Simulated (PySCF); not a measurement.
**GaPH3Cl3 (SMILES [PH3+][Ga-]([Cl])([Cl])[Cl]): BLYP/cc-pVDZ**

Aim: the energy change on altering one bond length of GaPH3Cl3 at BLYP/cc-pVDZ, from 2 runs. 

Program for the calculation: PySCF 2.14.0.

2 further runs of the same task are left out: 2 set aside as unsound or not needed.

## Step 1: The structure to begin with

GaPH3Cl3 has 8 atoms, charge 0, and is taken as a singlet. As SMILES, `[PH3+][Ga-]([Cl])([Cl])[Cl]`. The shape is that of a PBE0-D4/def2-TZVP optimisation.

Bond lengths: P1–Ga2 2.487 Å, Ga2–Cl3 2.153 Å, Ga2–Cl4 2.153 Å, Ga2–Cl5 2.153 Å, P1–H6 1.407 Å, P1–H7 1.407 Å, P1–H8 1.407 Å. Some angles: P1–Ga2–Cl3 100.2°, P1–Ga2–Cl4 100.2°, P1–Ga2–Cl5 100.2°, Cl3–Ga2–Cl4 117.0°, Cl3–Ga2–Cl5 116.9°, Cl4–Ga2–Cl5 116.9°, Ga2–P1–H6 117.3°, Ga2–P1–H7 117.1°, Ga2–P1–H8 117.1°, H6–P1–H7 100.8°.

## Step 2: The energy at BLYP/cc-pVDZ

The input, input.py:

```python
# [PH3+][Ga-]([Cl])([Cl])[Cl]
from pyscf import gto, dft

system = gto.M(
    atom='''
P   -1.022900  -0.126700   0.469800
Ga   1.222800   0.133700  -0.565700
Cl   2.062900  -1.803600  -0.144000
Cl   0.659500   0.530100  -2.605600
Cl   1.978300   1.794200   0.577800
H   -1.882300   0.986400   0.432900
H   -1.065100  -0.446800   1.839000
H   -1.861100  -1.124400  -0.060100
''',
    charge=0,
    max_memory=1860,
    verbose=4,
    spin=0,
    basis='cc-pvdz',
)

myscf = dft.RKS(system)
myscf.xc = 'blyp'
myscf.grids.level = 5
myscf.conv_tol = 1e-10
myscf.kernel()
if not myscf.converged:
    myscf = myscf.newton().run(myscf.mo_coeff, myscf.mo_occ)

e_tot = myscf.e_tot
print('Final energy', e_tot)
```

Launch:

```console
$ OMP_NUM_THREADS=1 python input.py
```

Log:

```text
PySCF version 2.14.0

[INPUT] num. atoms = 8
[INPUT] num. electrons = 100
[INPUT] charge = 0
[INPUT] spin (= nelec alpha-beta = 2S) = 0
[INPUT] symmetry False subgroup None
[INPUT] Mole.unit = angstrom
[INPUT] Symbol           X                Y                Z      unit          X                Y                Z       unit  Magmom
[INPUT]  1 P     -1.022900000000  -0.126700000000   0.469800000000 AA   -1.933000852818  -0.239428299982   0.887793333321 Bohr   0.0
[INPUT]  2 Ga     1.222800000000   0.133700000000  -0.565700000000 AA    2.310757105118   0.252656382854  -1.069018068666 Bohr   0.0
[INPUT]  3 Cl     2.062900000000  -1.803600000000  -0.144000000000 AA    3.898316022365  -3.408310038266  -0.272120561937 Bohr   0.0
[INPUT]  4 Cl     0.659500000000   0.530100000000  -2.605600000000 AA    1.246274379151   1.001743818632  -4.923870390167 Bohr   0.0
[INPUT]  5 Cl     1.978300000000   1.794200000000   0.577800000000 AA    3.738445192227   3.390546612695   1.091883754774 Bohr   0.0
[INPUT]  6 H     -1.882300000000   0.986400000000   0.432900000000 AA   -3.557031484269   1.864025849271   0.818062439324 Bohr   0.0
[INPUT]  7 H     -1.065100000000  -0.446800000000   1.839000000000 AA   -2.012747295274  -0.844329632456   3.475206343075 Bohr   0.0
[INPUT]  8 H     -1.861100000000  -1.124400000000  -0.060100000000 AA   -3.516969290428  -2.124808054461  -0.113572540086 Bohr   0.0

nuclear repulsion = 777.473017595367
number of shells = 35
number of NR pGTOs = 262
number of NR cGTOs = 114
basis = cc-pvdz
ecp = {}

******** <class 'pyscf.dft.rks.RKS'> ********
method = RKS
initial guess = minao
damping factor = 0
level_shift factor = 0
DIIS = <class 'pyscf.scf.diis.CDIIS'>
diis_start_cycle = 1
diis_space = 8
diis_damp = 0
SCF conv_tol = 1e-10
SCF conv_tol_grad = None
SCF max_cycles = 50
direct_scf = True
direct_scf_tol = 1e-13
XC library pyscf.dft.libxc version 7.0.0
    S. Lehtola, C. Steigemann, M. J.T. Oliveira, and M. A.L. Marques.,  SoftwareX 7, 1–5 (2018)
XC functionals = blyp
    A. D. Becke.,  Phys. Rev. A 38, 3098 (1988)
    C. Lee, W. Yang, and R. G. Parr.,  Phys. Rev. B 37, 785 (1988)
    B. Miehlich, A. Savin, H. Stoll, and H. Preuss.,  Chem. Phys. Lett. 157, 200 (1989)
radial grids:
    Treutler-Ahlrichs [JCP 102, 346 (1995); DOI:10.1063/1.469408] (M4) radial grids

becke partition: Becke, JCP 88, 2547 (1988); DOI:10.1063/1.454033
pruning grids: <function nwchem_prune>
grids dens level: 5
symmetrized grids: False
atomic radii adjust function: <function treutler_atomic_radii_adjust>
small_rho_cutoff = 0
Set gradient conv threshold to 1e-05
Initial guess from minao.
tot grids = 288632
init E= -3648.56162258127
  HOMO = -0.297009147901294  LUMO = -0.0792930560756844  gap/eV = 5.92436
cycle= 1 E= -3648.68695383022  delta_E= -0.125  |g|= 0.586  |ddm|= 2.33
  HOMO = -0.19301182036315  LUMO = -0.0740038959443101  gap/eV = 3.23837
cycle= 2 E= -3648.4629697034  delta_E= 0.224  |g|= 1.04  |ddm|= 1.79
  HOMO = -0.244583941299877  LUMO = -0.0476034638862093  gap/eV = 5.36011
cycle= 3 E= -3648.78447133238  delta_E= -0.322  |g|= 0.112  |ddm|=  1.2
  HOMO = -0.254206531948571  LUMO = -0.061381379715717  gap/eV = 5.24704
cycle= 4 E= -3648.7882157099  delta_E= -0.00374  |g|= 0.0317  |ddm|= 0.147
  HOMO = -0.251163927983341  LUMO = -0.0581476099051352  gap/eV = 5.25224
cycle= 5 E= -3648.78851676586  delta_E= -0.000301  |g|= 0.00677  |ddm|= 0.0381
  HOMO = -0.251966997059097  LUMO = -0.0586584198153561  gap/eV = 5.26019
cycle= 6 E= -3648.78853016535  delta_E= -1.34e-05  |g|= 0.000909  |ddm|= 0.00944
  HOMO = -0.251906977884005  LUMO = -0.0585479211324711  gap/eV = 5.26157
cycle= 7 E= -3648.78853044363  delta_E= -2.78e-07  |g|= 0.000236  |ddm|= 0.00132
  HOMO = -0.251915017859289  LUMO = -0.0585430129772511  gap/eV = 5.26192
cycle= 8 E= -3648.78853046416  delta_E= -2.05e-08  |g|= 3.23e-05  |ddm|= 0.00032
  HOMO = -0.251916927130633  LUMO = -0.0585444219018201  gap/eV = 5.26193
cycle= 9 E= -3648.7885304645  delta_E= -3.37e-10  |g|= 1.15e-05  |ddm|= 4.27e-05
  HOMO = -0.251917312292742  LUMO = -0.058544826794757  gap/eV = 5.26193
cycle= 10 E= -3648.78853046454  delta_E= -3.64e-11  |g|= 3.27e-06  |ddm|= 1.5e-05
  HOMO = -0.251917144938749  LUMO = -0.0585447873283647  gap/eV = 5.26193
Extra cycle  E= -3648.78853046453  delta_E= 9.09e-12  |g|= 5.38e-06  |ddm|= 1.05e-05
converged SCF energy = -3648.78853046453
Final energy -3648.788530464528
```

Run time: 32 s. Hardware: 1 thread of Intel Xeon Platinum 8375C at 2.90GHz (Ice Lake), shared host; peak memory 0.66 GiB.

## Step 3: The distorted shape, same level

The input, run.py:

```python
from pyscf import gto, dft

mol = gto.Mole()
mol.atom = '''
P     -1.445750    -0.870519     0.908714
Ga     2.798008    -0.378435    -1.048097
Cl     4.385567    -4.039401    -0.251199
Cl     1.733525     0.370653    -4.902949
Cl     4.225696     2.759456     1.112805
H     -3.557031     1.864026     0.818062
H     -1.525497    -1.475421     3.496128
H     -3.029719    -2.755899    -0.092651
'''
mol.basis = 'cc-pvdz'
mol.unit = 'bohr'
mol.verbose = 3
mol.max_memory = 1860
mol.build()

mf = dft.RKS(mol)
mf.xc = 'blyp'
mf.conv_tol = 1e-10
mf.grids.level = 5
mf.kernel()
if not mf.converged:
    mf = mf.newton().run(mf.mo_coeff, mf.mo_occ)

e_tot = mf.e_tot
print(f'total energy: {e_tot:.8f} hartree')
```

Launch:

```console
$ OMP_NUM_THREADS=1 python run.py
```

Log:

```text
converged SCF energy = -3648.75582353468
total energy: -3648.75582353 hartree
```

Wall time 34 s (1 thread of Intel Xeon Platinum 8375C at 2.90GHz (Ice Lake), shared host); peak memory 0.66 GiB.

## Step 4: What came out

At BLYP/cc-pVDZ:

| quantity | value |
| --- | --- |
| first shape: total energy | -3648.78853 Eh |
| first shape: dipole moment | 5.92 D |
| first shape: HOMO energy | -6.86 eV |
| first shape: LUMO energy | -1.59 eV |
| first shape: HOMO–LUMO gap | 5.26 eV |
| distorted shape: total energy | -3648.75582 Eh |
| distorted shape: dipole moment | 5.67 D |
| distorted shape: HOMO energy | -6.89 eV |
| distorted shape: LUMO energy | -3.26 eV |
| distorted shape: HOMO–LUMO gap | 3.63 eV |
| energy change with the P1–H6 bond stretched from 1.407 to 1.829 Å | 0.890 eV |

**Reading.** With the P1–H6 bond stretched from 1.407 to 1.829 Å the energy rises by 0.89 eV (20.5 kcal/mol). The first shape isn't relaxed at this level, so the change isn't measured from a minimum. Mulliken charges (first shape) run from -0.23 on Cl3 to +0.35 on Ga2; they depend strongly on the basis. Mulliken charges (distorted shape) run from -0.23 on Cl5 to +0.36 on Ga2; they depend strongly on the basis.
